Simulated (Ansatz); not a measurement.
# Cl2F2Zr: molecular dynamics

The plan is to follow the molecule's vibrations and see whether its bonds hold. The start is relaxed first. Runs: 300 steps of 1 fs at constant energy, with velocities drawn for 500 K.

Program: Ansatz 0.2.0. Level of theory: RKS B3LYP-D4/def2-SVP. These are calculated values, not measurements.

## (1) The starting structure

Bond lengths: Zr1–Cl2 2.520 Å, Zr1–F3 1.980 Å, Zr1–Cl4 2.518 Å, Zr1–F5 1.979 Å. Angles: Cl2–Zr1–F3 109.4°, Cl2–Zr1–Cl4 109.5°, Cl2–Zr1–F5 109.5°, F3–Zr1–Cl4 109.5°, F3–Zr1–F5 109.5°, Cl4–Zr1–F5 109.5°.

As a file:

```xyz
5

Zr    0.0000    0.0000    0.0000
Cl    0.0000    0.0000    2.5200
F     1.8671    0.0000   -0.6593
Cl   -1.1869    2.0563   -0.8392
F    -0.9326   -1.6157   -0.6593
```

## (2) Preparing the start

The input, input.yaml:

```yaml
crystal:
  periodic: [false, false, false]
  atoms:
    - { symbol: Zr, position_ang: [0.0, 0.0, 0.0] }
    - { symbol: Cl, position_ang: [0.0, 0.0, 2.52] }
    - { symbol: F, position_ang: [1.8671, 0.0, -0.6593] }
    - { symbol: Cl, position_ang: [-1.1869, 2.0563, -0.8392] }
    - { symbol: F, position_ang: [-0.9326, -1.6157, -0.6593] }
basis:
  gaussian: { orbitals: def2-SVP }
hamiltonian:
  xc: b3lyp
  dispersion: d4
relax:
  f_tol: 0.02
  max_steps: 40
```

Launch:

```sh
$ ansatz run input.yaml --threads 1 --pin off --max-ram 2048MiB --backend cpu --events-out ev --progress --plain --runs-dir out
```

The runs that follow: The run.

Before running it: what results should come out? Wanted: relaxation of the start; temperature, first and last step; temperature, second half; potential energy, second half; largest change of the total energy; bonds formed or broken.

As calculated:

| quantity | value |
| --- | --- |
| relaxation of the start | 4 moves, 0.631 eV lower |
| length | 300 steps of 1 fs |
| temperature, first and last step | 500 and 345 K |
| temperature, second half | mean 255 K, from 9 to 466 K |
| potential energy, second half | +19 meV/atom from the start |
| largest change of the total energy | 0.05 meV/atom |
| bonds formed or broken | 0 |

The temperature starts at 500 K and averages 255 K in the second half, where it ranges from 9 to 466 K. About half is expected from a start at a minimum: kinetic energy passes into potential energy until both shares match. The total energy strays from its start by at most 0.05 meV/atom, 0.3 % of the mean kinetic energy, so a step of 1 fs is short enough over this time. The bonds all hold. A run of 300 fs with 5 atoms shows the motion but fixes no equilibrium value.
